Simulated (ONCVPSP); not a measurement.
**Pseudopotential generation for manganese: ONCV, PBEsol**

Aim: build the potential from the settings below, then test how well it stands in for the atom: other configurations, scattering, ghost states and the plane-wave cutoff that it needs.

Program: ONCVPSP 4.0.1. Reference atom: PBEsol, scalar-relativistic, spherical and spin-unpolarised. All values are calculated.

## 1. The atom and the settings

Typed settings, in words:

```
element                 : manganese (Mn, Z = 25)
type                    : optimised norm-conserving Vanderbilt (ONCV)
frozen core             : [Ne]
valence charge          : 15
reference configuration : 3s2 3p6 3d5 4s2
partial waves           : 3s+4s: rc 1.70 bohr, ncon 3, nbas 7, qcut 8.6 1/bohr, 2 projectors; 3p: rc 0.85 bohr, ncon 4, nbas 8, qcut 10.9 1/bohr, 2 projectors, debl 3.5 Ha; 3d: rc 1.20 bohr, ncon 3, nbas 7, qcut 16 1/bohr, 2 projectors, debl 3.2 Ha
local potential         : polynomial inside 0.70 bohr (lpopt 5, dvloc0 1 Ha)
core correction         : Teter function fitted to the true core (icmod 2), fcfact 0.7
```

## 2. Generating the potential

Input file Mn.dat:

```
# ATOM AND REFERENCE CONFIGURATION
# atsym  z   nc   nv     iexc    psfile
  Mn 25.00    3    4  -116133      upf
#
#   n    l    f
    1    0    2.00
    2    0    2.00
    2    1    6.00
    3    0    2.00
    3    1    6.00
    3    2    5.00
    4    0    2.00
#
# PSEUDOPOTENTIAL AND OPTIMIZATION
# lmax
    2
#
#   l,   rc,      ep,       ncon, nbas, qcut
    0    1.70    0.00    3    7    8.60
    1    0.85    0.00    4    8   10.90
    2    1.20    0.00    3    7   16.00
#
# LOCAL POTENTIAL
# lloc, lpopt,  rc(5),   dvloc0
    4    5    0.70    1.00
#
# VANDERBILT-KLEINMAN-BYLANDER PROJECTORs
# l, nproj, debl
    0    2    0.70
    1    2    3.50
    2    2    3.20
#
# MODEL CORE CHARGE
# icmod, fcfact, rcfact
    2    0.70    0.85
#
# LOG DERIVATIVE ANALYSIS
# epsh1, epsh2, depsh
   -5.00    5.00    0.04
#
# OUTPUT GRID
# rlmax, drl
    6.00    0.01
#
# TEST CONFIGURATIONS
# ncnf
    4
# nvcnf
#   n    l    f
    4
    3    0    2.00
    3    1    6.00
    3    2    5.00
    4    0    1.00
#
    4
    3    0    2.00
    3    1    6.00
    3    2    5.00
    4    0    0.00
#
    4
    3    0    2.00
    3    1    6.00
    3    2    4.00
    4    0    0.00
#
    4
    3    0    2.00
    3    1    6.00
    3    2    5.50
    4    0    1.50
#
```

Command:

```sh
$ oncvpsp.x < Mn.dat > Mn.out
```

Q: Predict the outcome of this session. Wanted: cutoffs for 1 and 0.1 mHa per electron, occupied waves; bound ghosts; GHOST(+) flags; largest test error; largest phase difference near zero energy, channels read; rms error of d²Exc/dn², without and with the model core.

**Answer**, as computed:

| quantity | value |
| --- | --- |
| cutoffs for 1 and 0.1 mHa per electron, occupied waves | 75 Ha and 142 Ha |
| bound ghosts | none found |
| GHOST(+) flags | s at 196 eV |
| largest test error (AE − PS) | -5.2 meV, for 3s2 3p6 3d4 4s0 |
| largest phase difference near zero energy, channels read | 0.000 rad |
| rms error of d²Exc/dn², without and with the model core | 2.90 and 1.38 mHa |

What this shows: The worst unpolarised test, 3s2 3p6 3d4 4s0, is off by 5.2 meV on 56.4 eV; by total energies transferability rates as good. It counts as very hard, with 75 Ha needed at the looser tolerance. At the looser tolerance the 3d wave is the slowest; 3p needs 51 Ha. No bound ghost shows below the valence levels. Near zero energy the phases of the channels with partial waves agree within 0.001 rad. The program also flags highly localised states, GHOST(+) (s). These are tests on the free atom; a crystal test is still owed.
